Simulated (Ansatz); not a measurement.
**CAM-B3LYP/6-31G(d) (spherical functions) run of CH7GaSi (SMILES [CH3][GaH][SiH3])**

What is the energy change on altering one bond length of CH7GaSi at CAM-B3LYP/6-31G* (spherical functions)? 

The results are computed with Ansatz 0.2.0.

71 further runs of the same task are left out: 71 set aside as unsound or not needed.

## (1) The structure to begin with

CH7GaSi: 10 atoms, total charge 0, spin state singlet. As SMILES, `[CH3][GaH][SiH3]`. The coordinates come from a PBE0-D4/def2-TZVP relaxation.

Bond lengths: C1–Ga2 1.971 Å, Ga2–Si3 2.419 Å, C1–H4 1.090 Å, C1–H5 1.094 Å, C1–H6 1.093 Å, Ga2–H7 1.578 Å, Si3–H8 1.492 Å, Si3–H9 1.489 Å, Si3–H10 1.492 Å. Some angles: C1–Ga2–Si3 120.8°, C1–Ga2–H7 118.1°, Si3–Ga2–H7 121.0°, Ga2–C1–H4 113.1°, Ga2–C1–H5 109.2°, Ga2–C1–H6 110.1°, Ga2–Si3–H8 110.2°, Ga2–Si3–H9 114.2°, Ga2–Si3–H10 110.2°, H4–C1–H5 108.5°.

## (2) The energy at CAM-B3LYP/6-31G(d) (spherical functions)

Input file molecule.yaml:

```yaml
crystal:
  periodic: [false, false, false]
  atoms:
    - symbol: C
      position_ang: [-1.123300, 1.394100, -0.619200]
    - symbol: Ga
      position_ang: [0.561500, 0.659300, 0.093300]
    - symbol: Si
      position_ang: [0.786700, -1.705300, 0.550700]
    - symbol: H
      position_ang: [-1.924300, 0.656600, -0.670400]
    - symbol: H
      position_ang: [-0.947000, 1.785400, -1.626000]
    - symbol: H
      position_ang: [-1.454200, 2.236500, -0.005700]
    - symbol: H
      position_ang: [1.759600, 1.654600, 0.346000]
    - symbol: H
      position_ang: [0.531000, -2.496200, -0.688800]
    - symbol: H
      position_ang: [2.125000, -2.100900, 1.069700]
    - symbol: H
      position_ang: [-0.231700, -2.135100, 1.553300]
basis:
  gaussian:
    orbitals: 6-31G_st_-spherical.json
output: {orbitals: {seedname: orbitals}}
hamiltonian:
  xc: {name: CAM-B3LYP}
accuracy: high
```

The basis set 6-31G* is read from a file made from the Basis Set Exchange's data (not shown).

Started as:

```bash
$ ansatz run molecule.yaml --threads 1 --pin off --max-ram 3480MiB --events-out events.jsonl --progress --plain --runs-dir runs
```

The log of the run:

```text
Warning: RAYON_NUM_THREADS=1 ignored (pool sized by the plan → 1); use --threads N
Functional definition: CAM-B3LYP
  name "CAM-B3LYP"
  parameter alpha = 0.19
  parameter beta = 0.46
  parameter omega = 0.33/bohr
  parameter ac = 0.81
  exchange = (1 - alpha - beta)*b88_x + beta*b88_x_sr(omega) + alpha*exact_x + beta*exact_x_lr(omega)
  correlation = (1 - ac)*vwn5_c + ac*lyp_c
1761 factors; integrals over basis functions are off by at most 7.4e-9 eV
473 factors; integrals over basis functions are off by at most 2.3e-9 eV
mean field evaluation 1: about -61397.3124 eV, gradient 3.9e1 eV
mean field evaluation 2: about -61397.3887 eV, gradient 3.9e1 eV
mean field evaluation 4: about -61400.6276 eV, gradient 1.4e0 eV
mean field evaluation 8: about -61400.7535 eV, gradient 1.4e-2 eV
mean field evaluation 16: about -61400.7535 eV, gradient 4.8e-6 eV
mean field -61400.75351975 eV, -2256.4360729253 hartree, gradient 2.3e-8 eV, S^2 0.000000; 0 other end points of the search recorded, 0 dependent functions left out
reference -61400.75354286 eV, -2256.4360737745 hartree; 29, 29 occupied and 49, 49 virtual orbitals, 1761 factors
Total energy: -61400.75354286 eV, -2256.4360737745 hartree
```

Wall time 11 s (1 thread of Arm Neoverse V1, shared host); peak memory 0.32 GiB.

## (3) The distorted shape, same level

Input file job.yaml:

```yaml
basis:
  gaussian: {orbitals: 6-31G_st_-spherical.json}
crystal:
  periodic: [false, false, false]
  atoms:
    - {symbol: C, position_ang: [-1.024034, 1.141391, -0.803242]}
    - {symbol: Ga, position_ang: [0.660766, 0.406591, -0.090742]}
    - {symbol: Si, position_ang: [0.885966, -1.958009, 0.366658]}
    - {symbol: H, position_ang: [-1.825034, 0.403891, -0.854442]}
    - {symbol: H, position_ang: [-0.847734, 1.532691, -1.810042]}
    - {symbol: H, position_ang: [-1.454200, 2.236500, -0.005700]}
    - {symbol: H, position_ang: [1.858866, 1.401891, 0.161958]}
    - {symbol: H, position_ang: [0.630266, -2.748909, -0.872842]}
    - {symbol: H, position_ang: [2.224266, -2.353609, 0.885658]}
    - {symbol: H, position_ang: [-0.132434, -2.387809, 1.369258]}
hamiltonian: {xc: {name: CAM-B3LYP}}
accuracy: high
output: {orbitals: {seedname: orbitals}}
```

The basis set 6-31G* is read from a file made from the Basis Set Exchange's data (not shown).

Started as:

```bash
$ ansatz run job.yaml --threads 1 --pin off --max-ram 3480MiB --events-out events.jsonl --progress --plain --runs-dir runs
```

The log of the run:

```text
Warning: RAYON_NUM_THREADS=1 ignored (pool sized by the plan → 1); use --threads N
[... 8 set-up lines as earlier in the session ...]
1764 factors; integrals over basis functions are off by at most 8.5e-9 eV
481 factors; integrals over basis functions are off by at most 2.1e-9 eV
mean field evaluation 1: about -61396.6206 eV, gradient 3.7e1 eV
mean field evaluation 2: about -61396.3439 eV, gradient 3.9e1 eV
mean field evaluation 4: about -61399.6206 eV, gradient 1.3e0 eV
mean field evaluation 8: about -61399.7377 eV, gradient 1.3e-2 eV
mean field evaluation 16: about -61399.7377 eV, gradient 1.4e-5 eV
mean field -61399.73772824 eV, -2256.3987432759 hartree, gradient 4.3e-8 eV, S^2 0.000000; 0 other end points of the search recorded, 0 dependent functions left out
reference -61399.73775164 eV, -2256.3987441357 hartree; 29, 29 occupied and 49, 49 virtual orbitals, 1764 factors
Total energy: -61399.73775164 eV, -2256.3987441357 hartree
```

Run time: 11 s. Hardware: 1 thread of Arm Neoverse V1, shared host; peak memory 0.32 GiB.

## (4) Summary of results

At CAM-B3LYP/6-31G* (spherical functions):

| quantity | value |
| --- | --- |
| first shape: total energy | -2256.43607 Eh |
| first shape: HOMO energy | -8.47 eV |
| first shape: LUMO energy | -0.73 eV |
| first shape: HOMO–LUMO gap | 7.74 eV |
| distorted shape: total energy | -2256.39874 Eh |
| distorted shape: HOMO energy | -8.48 eV |
| distorted shape: LUMO energy | -0.76 eV |
| distorted shape: HOMO–LUMO gap | 7.72 eV |
| energy change with the C1–H6 bond stretched from 1.093 to 1.421 Å | 1.016 eV |

What this shows: With the C1–H6 bond stretched from 1.093 to 1.421 Å the energy rises by 1.02 eV (23 kcal/mol). The first shape isn't relaxed at this level, so the change isn't measured from a minimum.
